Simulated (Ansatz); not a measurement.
# FH₂SeSi radical: basis-set convergence

One table from this session's results is given with a row withheld; the runs are named, their logs left out.

The runs use Ansatz 0.2.0, Gaussian basis; one geometry, several basis sets.

Plan: PBE0-D4/def2-SVP; ωB97M-V/def2-SVP; PBE0-D4/def2-QZVPP; ωB97M-V/def2-QZVPP; the functionals' def2-TZVPP values are taken from earlier runs.

**The geometry**

The geometry comes from an earlier relaxation with PBE0-D4 in a triple-zeta def2 set; it is a stationary point.

SMILES `F[SiH][SeH]`, 5 atoms, charge 0, spin multiplicity 2.

Atoms are counted from 1 here; the program's logs count them from 0.

Bond lengths: F1–Si2 1.603 Å, Si2–Se3 2.278 Å, Si2–H4 1.497 Å, Se3–H5 1.470 Å. Angles: F1–Si2–Se3 105.1°, F1–Si2–H4 106.6°, Se3–Si2–H4 111.9°, Si2–Se3–H5 90.4°.

The first run:

Input file in.yaml:

```yaml
crystal:
  periodic: [false, false, false]
  atoms:
    - {symbol: F, position_ang: [-0.580699, -1.422809, 1.312107]}
    - {symbol: Si, position_ang: [-0.677867, -0.218344, 0.258322]}
    - {symbol: Se, position_ang: [1.408826, 0.693260, 0.205472]}
    - {symbol: H, position_ang: [-1.053433, -0.828988, -1.056353]}
    - {symbol: H, position_ang: [0.953074, 1.703181, -0.760948]}
basis:
  gaussian: {orbitals: def2-SVP}
magnetization: {spin_polarized: true, initial_magnetization: 1}
hamiltonian: {xc: pbe0, dispersion: d4}
output: {orbitals: {seedname: orbitals}}
```

Among the steps run: PBE0-D4 in def2-SVP; ωB97M-V in def2-SVP; PBE0-D4 in def2-QZVPP; ωB97M-V in def2-QZVPP.

One table of the session follows, with a row left open; its other results are not shown here.

It belongs to the step «Functionals by basis». 

| functional | basis | HOMO (eV) | LUMO (eV) |
| --- | --- | --- | --- |
| PBE0-D4 | def2-SVP | -6.17 | -2.75 |
| PBE0-D4 | def2-TZVPP | ? | ? |
| PBE0-D4 | def2-QZVPP | -6.27 | -2.78 |
| ωB97M-V | def2-SVP | -7.93 | -1.09 |
| ωB97M-V | def2-TZVPP | -8.02 | -1.16 |
| ωB97M-V | def2-QZVPP | -8.05 | -1.23 |

**Question.** Estimate the row for PBE0-D4, def2-TZVPP.

**Answer.** HOMO (eV): -6.24; LUMO (eV): -2.74. In the column «HOMO (eV)» it lies between PBE0-D4, def2-QZVPP (-6.27) and PBE0-D4, def2-SVP (-6.17).
